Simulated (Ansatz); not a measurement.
**C4H10Cl2NOV: basis-set convergence**

Aim: see how fast density functionals converge with the basis set for C4H10Cl2NOV.

Method: one geometry, several basis sets; program: Ansatz 0.2.0, Gaussian basis.

The runs, in order: PBE0-D4/def2-SVP; ωB97M-V/def2-SVP; PBE0-D4/def2-QZVPP; ωB97M-V/def2-QZVPP; the functionals' def2-TZVPP values are taken from earlier runs.

**1. The relaxed structure**

The geometry comes from an earlier relaxation with PBE0-D4 in a triple-zeta def2 set; it is a stationary point, not always the lowest conformer.

SMILES `CC(C)(C)[N]=[V]([OH])([Cl])[Cl]`, 19 atoms, charge 0, spin multiplicity 1.

Atoms are counted from 1 here; the program's logs count them from 0.

Bond lengths: C1–C2 1.527 Å, C1–H10 1.092 Å, C1–H11 1.091 Å, C1–H12 1.091 Å, C2–C3 1.527 Å, C2–C4 1.527 Å, C2–N5 1.434 Å, C3–H13 1.092 Å, C3–H14 1.092 Å, C3–H15 1.092 Å, C4–H16 1.092 Å, C4–H17 1.091 Å, C4–H18 1.091 Å, N5–V6 1.590 Å, V6–O7 1.752 Å, V6–Cl8 2.168 Å, V6–Cl9 2.168 Å, O7–H19 0.960 Å. Angles: C2–C1–H10 109.6°, C2–C1–H11 110.8°, C2–C1–H12 110.6°, H10–C1–H11 108.7°, H10–C1–H12 108.8°, H11–C1–H12 108.3°, C1–C2–C3 110.9°, C1–C2–C4 111.0°, C1–C2–N5 107.8°, C3–C2–C4 110.9°, C3–C2–N5 108.2°, C4–C2–N5 107.8°, C2–C3–H13 109.7°, C2–C3–H14 110.7°, C2–C3–H15 110.7°, H13–C3–H14 108.4°, H13–C3–H15 108.4°, H14–C3–H15 108.9° and more.

**2. PBE0-D4 in def2-SVP**

File in.yaml:

```yaml
crystal:
  periodic: [false, false, false]
  atoms:
    - {symbol: C, position_ang: [-1.087862, -1.472152, -0.110687]}
    - {symbol: C, position_ang: [-0.074188, -0.454960, 0.409036]}
    - {symbol: C, position_ang: [-0.608879, 0.265510, 1.644740]}
    - {symbol: C, position_ang: [1.267743, -1.121556, 0.704385]}
    - {symbol: N, position_ang: [0.137644, 0.519397, -0.621986]}
    - {symbol: V, position_ang: [0.427670, 1.480932, -1.854658]}
    - {symbol: O, position_ang: [-0.003812, 3.113823, -1.388883]}
    - {symbol: Cl, position_ang: [-0.805209, 0.753252, -3.483344]}
    - {symbol: Cl, position_ang: [2.547718, 1.295282, -2.269831]}
    - {symbol: H, position_ang: [-1.268608, -2.231434, 0.653535]}
    - {symbol: H, position_ang: [-2.034411, -0.986333, -0.352461]}
    - {symbol: H, position_ang: [-0.713934, -1.962180, -1.010592]}
    - {symbol: H, position_ang: [-0.779097, -0.455683, 2.447052]}
    - {symbol: H, position_ang: [0.107168, 1.010015, 1.997708]}
    - {symbol: H, position_ang: [-1.555143, 0.762584, 1.422952]}
    - {symbol: H, position_ang: [1.138522, -1.872865, 1.486743]}
    - {symbol: H, position_ang: [1.659472, -1.609315, -0.189155]}
    - {symbol: H, position_ang: [1.999117, -0.385910, 1.042471]}
    - {symbol: H, position_ang: [-0.353920, 3.351593, -0.527006]}
basis:
  gaussian: {orbitals: def2-SVP}
hamiltonian: {xc: pbe0, dispersion: d4}
output: {orbitals: {seedname: orbitals}}
```

Further steps of the session: ωB97M-V in def2-SVP; PBE0-D4 in def2-QZVPP; ωB97M-V in def2-QZVPP.

Q: Predict the results of all the runs planned. Wanted: PBE0-D4: double and triple zeta above quadruple; ωB97M-V: double and triple zeta above quadruple.

**Answer**, as computed:

```
                                       quantity           value
PBE0-D4: double and triple zeta above quadruple  22.66, 1.66 eV
ωB97M-V: double and triple zeta above quadruple  22.88, 1.58 eV
```

What this shows: For PBE0-D4 the step from double to triple zeta gains 20.99 eV and the next only 1.66 eV. Total energies overstate the basis error of differences, where much of it tends to cancel.
